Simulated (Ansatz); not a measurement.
# GaGe3 (Fm-3m) in Ansatz: reference runs

Reference runs on GaGe3: the cell as given and a disturbed copy.

Program: Ansatz 0.2.0. These are calculated values, not measurements. Logs are shortened: lines on timing, memory, paths and dates and some standing lists are left out, and cuts for length are marked.

**1. The crystal as given**

It takes space group Fm-3m (No. 225, cubic). The conventional cell has a = 6.774 Å, b = 6.774 Å, c = 6.774 Å, α = 90.00°, β = 90.00°, γ = 90.00°. Ge (site symmetry m-3m) has 8 Ge at 2.93 Å as nearest neighbours. Ge (site symmetry -43m) has 4 Ge at 2.93 Å and 4 Ga at 2.93 Å as nearest neighbours. Ga (site symmetry m-3m) has 8 Ge at 2.93 Å as nearest neighbours.

The cell comes from a database or a generator and needn't be the stable form of this composition.

**2. Single point, PBEsol**

input.yaml

```yaml
crystal:
  lattice:
    - [0.0, 3.387167, 3.387167]
    - [3.387167, 0.0, 3.387167]
    - [3.387167, 3.387167, 0.0]
  atoms:
    - { symbol: Ge, position: [0.5, 0.5, 0.5] }
    - { symbol: Ge, position: [0.75, 0.75, 0.75] }
    - { symbol: Ge, position: [0.25, 0.25, 0.25] }
    - { symbol: Ga, position: [0.0, 0.0, 0.0] }
hamiltonian:
  xc: pbesol
  pseudopotentials: { kind: paw }
kpoints:
  mp_grid: { grid: [7, 7, 7] }
scf:
  occupations: { method: fermi_dirac, width: 0.05 }
output:
  forces: true
  stress: true
  eigenvalues: true
```

Potentials or basis: Ansatz PAW.

Started as:

```bash
> ansatz run input.yaml --threads 2 --pin off --max-ram 5632MiB --backend cpu --events-out ev --progress --plain --runs-dir out
```

Output:

```text
Warning: RAYON_NUM_THREADS=2 ignored (pool sized by the plan → 2); use --threads N
Engine: ansatz 0.2.0, x86_64-unknown-linux-gnu
Pseudopotentials: kind: paw
Pseudopotential: Ge, paw, valence charge 14, recommended cutoff 420 eV (normal), Ge.paw.azcp
Pseudopotential: Ga, paw, valence charge 13, recommended cutoff 420 eV (normal), Ga.paw.azcp
Functional definition: PBEsol
  exchange = pbesol_x
  correlation = pbesol_c
Crystal: 4 atoms, lattice volume = 77.721 Å³
Basis set: ecut = 420 eV, 1471 PW (Γ), exchange–correlation on 72×72×72 points (8 copies of the dense FFT grid, shifted against one another)
Bands: 33, of which v1, the nominal top of the filled ones, is band 28 counted from 1 (27 counted from 0)
Symmetry: 48 space group operations
Space group: Fm-3m (ITA 225), of the structure as read, at distance tolerance 4.3e-5 Å
k-points: 20 of 343
Non-local potential: Ge, projectors of the file, l = 0: 2, l = 1: 2, l = 2: 3, l = 3: 1
Non-local potential: Ga, projectors of the file, l = 0: 2, l = 1: 2, l = 2: 3, l = 3: 1
PAW form: soft (Blöchl's): semilocal exchange-correlation on the pseudo side does not see the compensation charge
PAW frozen core: Ge, regenerated for the run's functional, and the local potential with it (the file was generated under x = pbe(κ = 0.804, μ = 0.2195149727645171), c = pbe(β = 0.06672455060314922))
PAW frozen core: Ga, regenerated for the run's functional, and the local potential with it (the file was generated under x = pbe(κ = 0.804, μ = 0.2195149727645171), c = pbe(β = 0.06672455060314922))
PAW one-centre angular grid: Ge, 590 points (default); XC on 64 Gauss nodes
PAW one-centre angular grid: Ga, 590 points (default); XC on 64 Gauss nodes
Initial density: superposition of atomic densities (neutral atoms: chi_scale 0, normalization atom), corrected by the library's trained network
Initial wavefunctions: pseudopotential atomic-orbital guess
Functional: x = pbesol(κ = 0.804, μ = 0.12345679012345678), c = pbesol(β = 0.046)
SCF iter   1: F=—  HF=-16502.873573 eV  |F-HF|=—  |Δ(HF+E_count)|=         —  Δρ=1.76e-3  dr2=2.72e-3  ethr=1.77e-3  ⟨swp⟩=6.3  Hψ=5387  notcnv=0  defer=7
automatic band count: the SCF goes on with 38 bands, as 33 were too few: the levels above may hold too much charge
preconditioner: auto → none  [insulator: Δε(μ)=0.186 eV  Ē_g=22.610 eV  σ=0.050 eV  W_gap=0.73  n_scr=14 (ndim 8)  ℏωp=31.2 eV  f_vac=0.000  D(μ)=1.00/eV (n_scr^D=0)  ε∞_Penn≈2.9]
SCF iter   2: F=—  HF=-16502.870654 eV  |F-HF|=—  |Δ(HF+E_count)|=   2.92e-3  Δρ=5.45e-4  dr2=2.64e-4  ethr=4.94e-6  ⟨swp⟩=2.0  Hψ=1465  notcnv=0  defer=24
SCF iter   3: F=—  HF=-16502.870644 eV  |F-HF|=—  |Δ(HF+E_count)|=   1.00e-5  Δρ=2.06e-4  dr2=2.55e-5  ethr=4.81e-7  ⟨swp⟩=1.6  Hψ=776  notcnv=0  defer=24
SCF iter   4: F=—  HF=-16502.870650 eV  |F-HF|=—  |Δ(HF+E_count)|=   6.00e-6  Δρ=3.07e-5  dr2=3.57e-7  ethr=4.64e-8  ⟨swp⟩=2.0  Hψ=848  notcnv=0  defer=24
iter 5 did not close the SCF: its close was put off for the readings that it lacked (scf_convergence_deferred on its scf_iter line)
SCF iter   5: F=-16502.870650 eV  HF=-16502.870651 eV  |F-HF|=7.18e-8  |Δ(HF+E_count)|=   1.25e-7  Δρ=1.54e-5  dr2=7.23e-8  ethr=6.49e-10  ⟨swp⟩=2.0  Hψ=1280  notcnv=0  defer=24
SCF iter   6: F=-16502.870650 eV  HF=-16502.870650 eV  |F-HF|=3.91e-9  |Δ(HF+E_count)|=   7.45e-9  Δρ=2.93e-6  dr2=3.22e-9  ethr=1.31e-10  ⟨swp⟩=6.0  Hψ=2895  notcnv=0
SCF 1 converged in 6 iterations: F = -16502.870650 eV  dr2 = 3.22e-9
SCF converged after 6 iterations
Free energy (F): -16502.870650 eV
Harris-Foulkes:  -16502.870650 eV  (|F-HF|=3.91e-9)
Internal energy: -16502.861204 eV  (E = F + TS)
E sigma→0 (E₀):  -16502.865927 eV
Entropy (-TS):   -0.009447 eV (-2.362 meV/atom)
Fermi energy:    10.119263 eV
--- Per-component energies (eV) ---
  E_band       = -403.539761
  E_kinetic    = 443.825346
  E_local      = -8264.722861  (includes V_loc(G=0)·N_el)
  E_nonlocal   = 1672.345012
  E_hartree    = 3659.821519
  E_xc         = -293.288895
  E_vxc        = -251.408078  (∫ρ·V_xc dr)
  E_paw        = -7871.457431  (= ΣΔE_a)
  E_vpaw       = -1323.222357  (= ΣTr[D̂ρ^β])
  E_aug_tail   = 0.000639  (compensation charges beyond the density's cutoff)
  E_ewald      = -5853.001319
  E_core_change = 3.616786  (= ΣΔE_core)
  E_smearing   = -0.009447  (= −TS)
  E_closure    = 0.000000  (closes the sum)
  Σ components = -16502.870650   (vs F -16502.870650, Δ=0.00e0)
--- Forces (eV/Å), atoms counted from 1 ---
  atom   1  Ge     0.00000000    -0.00000000    -0.00000000
  atom   2  Ge     0.00000000    -0.00000000     0.00000000
  atom   3  Ge    -0.00000000     0.00000000    -0.00000000
  atom   4  Ga     0.00000000     0.00000000     0.00000000
  max |Σ_I F_I| component: 6.94e-18 eV/Å
--- Stress (GPa, compression-positive) ---
       -3.931332      -0.000000      -0.000000
        0.000000      -3.931332       0.000000
       -0.000000       0.000000      -3.931332
  P = ⅓ Tr σ = -3.9313 GPa (-39.313 kbar)
--- Band table (eV; the first three rows and the last of 20) ---
  k-point 0: bands = ["-14.5170", "-14.5170", "-14.5110", "-14.5110", "-14.5110", "-14.4913", "-14.4913", "-14.4913", "-14.4516", "-14.4516", "-14.4419", "-14.4419", "-14.4297", "-14.4297", "-14.4297", "-4.5640", "-4.5640", "-4.5640", "-4.5391", "-4.5391", "-2.3211", "4.4060", "5.5291", "8.5991", "8.5991", "8.5991", "8.8825", "8.8825", "8.8825", "8.9675", "10.4259", "10.4259", "10.4259", "14.8829", "14.8829", "19.8689", "19.8689", "19.8689"]
  k-point 1: bands = ["-14.5147", "-14.5147", "-14.5146", "-14.5132", "-14.5132", "-14.4886", "-14.4886", "-14.4841", "-14.4544", "-14.4544", "-14.4430", "-14.4430", "-14.4334", "-14.4283", "-14.4283", "-4.5657", "-4.5629", "-4.5629", "-4.5395", "-4.5395", "-2.1258", "3.9495", "5.0078", "7.6496", "7.9940", "7.9940", "8.2805", "9.4892", "9.4892", "10.3169", "10.3169", "11.0112", "12.0413", "15.7516", "15.7516", "18.3439", "19.3782", "19.3782"]
  k-point 2: bands = ["-14.5203", "-14.5203", "-14.5158", "-14.5041", "-14.5041", "-14.4842", "-14.4842", "-14.4764", "-14.4617", "-14.4617", "-14.4456", "-14.4456", "-14.4401", "-14.4254", "-14.4254", "-4.5699", "-4.5607", "-4.5607", "-4.5401", "-4.5401", "-1.5421", "2.4788", "4.5280", "6.6687", "7.6210", "7.6210", "8.8744", "8.8744", "9.1570", "11.5698", "11.5698", "13.5895", "14.6623", "15.8585", "17.5809", "17.5809", "17.9196", "17.9196"]
  k-point 19: bands = ["-14.5260", "-14.5191", "-14.5157", "-14.4984", "-14.4909", "-14.4860", "-14.4845", "-14.4757", "-14.4640", "-14.4640", "-14.4556", "-14.4509", "-14.4355", "-14.4287", "-14.4176", "-4.5699", "-4.5641", "-4.5529", "-4.5474", "-4.5395", "0.8710", "1.2445", "1.8132", "3.4011", "7.1588", "8.9501", "9.0532", "9.5897", "12.6934", "13.3920", "13.4741", "15.0228", "15.4221", "16.5324", "16.7795", "17.0820", "20.6405", "20.9787"]
```

Wall time 2.9 s (2 threads of AMD EPYC 7R43 (Zen 3), shared host); peak memory 0.44 GiB.

Results:

```
Free energy            : -16502.8707 eV
Pressure               : -3.9 GPa
Band gap on the k mesh : none (metal or under the smearing width)
```

Levels at points of the mesh, in eV from the Fermi level:
```csv
k point,band 26,band 27,band 28,band 29,band 30,band 31
"(0.00, 0.00, 0.00)",-1.52,-1.24,-1.24,-1.24,-1.15,0.31
```

Caveat: the PAW data sets come from PBE, with cores solved anew for the run's functional, which leaves a small shift of forces and pressure.

**3. Single point, PBEsol (atoms moved at random, drawn with an rms of 0.05 Å)**

input.yaml

```yaml
crystal:
  lattice:
    - [0.0, 3.387167, 3.387167]
    - [3.387167, 0.0, 3.387167]
    - [3.387167, 3.387167, 0.0]
  atoms:
    - { symbol: Ge, position: [0.507338, 0.501162, 0.494646] }
    - { symbol: Ge, position: [0.759453, 0.751759, 0.746176] }
    - { symbol: Ge, position: [0.249069, 0.255079, 0.251983] }
    - { symbol: Ga, position: [0.009828, -0.017682, 0.010665] }
hamiltonian:
  xc: pbesol
  pseudopotentials: { kind: paw }
kpoints:
  mp_grid: { grid: [7, 7, 7] }
scf:
  occupations: { method: fermi_dirac, width: 0.05 }
output:
  forces: true
  stress: true
  eigenvalues: true
```

Potentials or basis: Ansatz PAW.

Started as:

```bash
> ansatz run input.yaml --threads 2 --pin off --max-ram 5632MiB --backend cpu --events-out ev --progress --plain --runs-dir out
```

Output:

```text
Warning: RAYON_NUM_THREADS=2 ignored (pool sized by the plan → 2); use --threads N
[... 7 set-up lines as earlier in the session ...]
Crystal: 4 atoms, lattice volume = 77.721 Å³
Basis set: ecut = 420 eV, 1471 PW (Γ), exchange–correlation on 72×72×72 points (8 copies of the dense FFT grid, shifted against one another)
Bands: 33, of which v1, the nominal top of the filled ones, is band 28 counted from 1 (27 counted from 0)
Symmetry: 1 space group operations
Space group: P1 (ITA 1), of the structure as read, at distance tolerance 4.3e-5 Å
k-points: 172 of 343 (time reversal used)
[... 10 set-up lines as earlier in the session ...]
SCF iter   1: F=—  HF=-16502.866001 eV  |F-HF|=—  |Δ(HF+E_count)|=         —  Δρ=1.76e-3  dr2=2.58e-3  ethr=1.77e-3  ⟨swp⟩=6.0  Hψ=46776  notcnv=0  defer=54
automatic band count: the SCF goes on with 38 bands, as 33 were too few: the levels above may hold too much charge
preconditioner: auto → none  [insulator: Δε(μ)=0.124 eV  Ē_g=22.613 eV  σ=0.050 eV  W_gap=0.55  n_scr=14 (ndim 8)  ℏωp=31.2 eV  f_vac=0.000  D(μ)=1.06/eV (n_scr^D=0)  ε∞_Penn≈2.9]
SCF iter   2: F=—  HF=-16502.863092 eV  |F-HF|=—  |Δ(HF+E_count)|=   2.91e-3  Δρ=5.41e-4  dr2=2.46e-4  ethr=4.70e-6  ⟨swp⟩=2.0  Hψ=12606  notcnv=0  defer=223
SCF iter   3: F=—  HF=-16502.863088 eV  |F-HF|=—  |Δ(HF+E_count)|=   4.09e-6  Δρ=2.11e-4  dr2=2.57e-5  ethr=4.47e-7  ⟨swp⟩=1.4  Hψ=6451  notcnv=0  defer=223
SCF iter   4: F=—  HF=-16502.863096 eV  |F-HF|=—  |Δ(HF+E_count)|=   7.33e-6  Δρ=3.03e-5  dr2=3.70e-7  ethr=4.67e-8  ⟨swp⟩=2.0  Hψ=7282  notcnv=0  defer=223
iter 5 did not close the SCF: its close was put off for the readings that it lacked (scf_convergence_deferred on its scf_iter line)
SCF iter   5: F=-16502.863096 eV  HF=-16502.863096 eV  |F-HF|=7.55e-8  |Δ(HF+E_count)|=   1.51e-7  Δρ=1.44e-5  dr2=6.91e-8  ethr=6.72e-10  ⟨swp⟩=2.0  Hψ=10988  notcnv=0  defer=223
SCF iter   6: F=-16502.863096 eV  HF=-16502.863096 eV  |F-HF|=2.97e-9  |Δ(HF+E_count)|=   1.32e-8  Δρ=2.19e-6  dr2=2.76e-9  ethr=1.26e-10  ⟨swp⟩=6.2  Hψ=26875  notcnv=0
SCF 1 converged in 6 iterations: F = -16502.863096 eV  dr2 = 2.76e-9
SCF converged after 6 iterations
Free energy (F): -16502.863096 eV
Harris-Foulkes:  -16502.863096 eV  (|F-HF|=2.97e-9)
Internal energy: -16502.853339 eV  (E = F + TS)
E sigma→0 (E₀):  -16502.858217 eV
Entropy (-TS):   -0.009757 eV (-2.439 meV/atom)
Fermi energy:    10.123161 eV
--- Per-component energies (eV) ---
  E_band       = -403.632029
  E_kinetic    = 443.885345
  E_local      = -8268.450812  (includes V_loc(G=0)·N_el)
  E_nonlocal   = 1672.356662
  E_hartree    = 3661.620312
  E_xc         = -293.315069
  E_vxc        = -251.442615  (∫ρ·V_xc dr)
  E_paw        = -7871.456856  (= ΣΔE_a)
  E_vpaw       = -1323.221489  (= ΣTr[D̂ρ^β])
  E_aug_tail   = 0.000699  (compensation charges beyond the density's cutoff)
  E_ewald      = -5851.110407
  E_core_change = 3.616786  (= ΣΔE_core)
  E_smearing   = -0.009757  (= −TS)
  E_closure    = -0.000000  (closes the sum)
  Σ components = -16502.863096   (vs F -16502.863096, Δ=0.00e0)
--- Forces (eV/Å), atoms counted from 1 ---
  atom   1  Ge     0.01915624     0.02791469    -0.02589943
  atom   2  Ge     0.00840383     0.01779372    -0.05349642
  atom   3  Ge    -0.07311966     0.06156975    -0.02282735
  atom   4  Ga     0.04556217    -0.10728307     0.10222757
  max |Σ_I F_I| component: 4.90e-6 eV/Å
--- Stress (GPa, compression-positive) ---
       -3.863262      -0.006470       0.029489
       -0.006470      -3.827296      -0.077601
        0.029489      -0.077601      -3.831579
  P = ⅓ Tr σ = -3.8407 GPa (-38.407 kbar)
--- Band table (eV; the first three rows and the last of 172) ---
  k-point 0: bands = ["-14.5185", "-14.5185", "-14.5131", "-14.5114", "-14.5109", "-14.4936", "-14.4935", "-14.4934", "-14.4539", "-14.4537", "-14.4418", "-14.4417", "-14.4312", "-14.4307", "-14.4286", "-4.5667", "-4.5658", "-4.5652", "-4.5409", "-4.5406", "-2.3265", "4.4032", "5.5278", "8.5425", "8.5689", "8.5797", "8.8361", "8.8747", "8.9136", "9.0447", "10.3972", "10.4205", "10.5099", "14.8779", "14.8804", "19.8632", "19.8876", "19.9011"]
  k-point 1: bands = ["-14.5166", "-14.5159", "-14.5149", "-14.5144", "-14.5139", "-14.4910", "-14.4909", "-14.4861", "-14.4566", "-14.4565", "-14.4428", "-14.4428", "-14.4347", "-14.4295", "-14.4273", "-4.5678", "-4.5651", "-4.5640", "-4.5413", "-4.5410", "-2.1319", "3.9460", "5.0180", "7.5899", "7.9670", "8.0017", "8.3244", "9.4423", "9.4630", "10.3295", "10.3918", "11.0349", "12.0219", "15.7434", "15.7511", "18.3696", "19.3765", "19.4002"]
  k-point 2: bands = ["-14.5219", "-14.5205", "-14.5156", "-14.5058", "-14.5058", "-14.4868", "-14.4866", "-14.4787", "-14.4639", "-14.4633", "-14.4456", "-14.4454", "-14.4414", "-14.4268", "-14.4244", "-4.5718", "-4.5630", "-4.5618", "-4.5418", "-4.5415", "-1.5509", "2.4823", "4.5419", "6.6311", "7.5873", "7.6384", "8.8385", "8.8911", "9.1740", "11.5809", "11.5886", "13.6038", "14.6238", "15.8924", "17.5572", "17.5913", "17.9321", "17.9454"]
  k-point 171: bands = ["-14.5258", "-14.5251", "-14.5160", "-14.4936", "-14.4914", "-14.4845", "-14.4822", "-14.4809", "-14.4763", "-14.4734", "-14.4494", "-14.4491", "-14.4350", "-14.4252", "-14.4230", "-4.5739", "-4.5630", "-4.5601", "-4.5435", "-4.5420", "-0.0712", "0.5872", "3.6511", "5.2587", "6.8497", "7.8575", "9.2235", "10.0663", "11.0947", "11.3165", "12.9673", "14.6567", "15.9685", "16.1622", "16.2745", "17.5816", "20.8517", "21.3583"]
```

It took 30 s on 2 threads of AMD EPYC 7R43 (Zen 3), shared host; peak memory 0.66 GiB.

What came out:

| Item | Value |
| --- | --- |
| Free energy | -16502.8631 eV |
| Pressure | -3.8 GPa |
| Largest force | 0.155 eV/Å |
| Band gap on the k mesh | none (metal or under the smearing width) |

Forces in eV/Å, atoms in the order of the input:
```
Ge   0.019  0.028 -0.026
Ge   0.008  0.018 -0.053
Ge  -0.073  0.062 -0.023
Ga   0.046 -0.107  0.102
```

Stress tensor (GPa, compression positive):
```
-3.86 -0.01  0.03
-0.01 -3.83 -0.08
 0.03 -0.08 -3.83
```

Levels at points of the mesh, in eV from the Fermi level:
```
           k point  band 25  band 26  band 27  band 28  band 29  band 30
(0.00, 0.00, 0.00)    -1.55    -1.54    -1.29    -1.25    -1.21    -1.08
```

Caveat: the PAW data sets come from PBE, with cores solved anew for the run's functional, which leaves a small shift of forces and pressure.
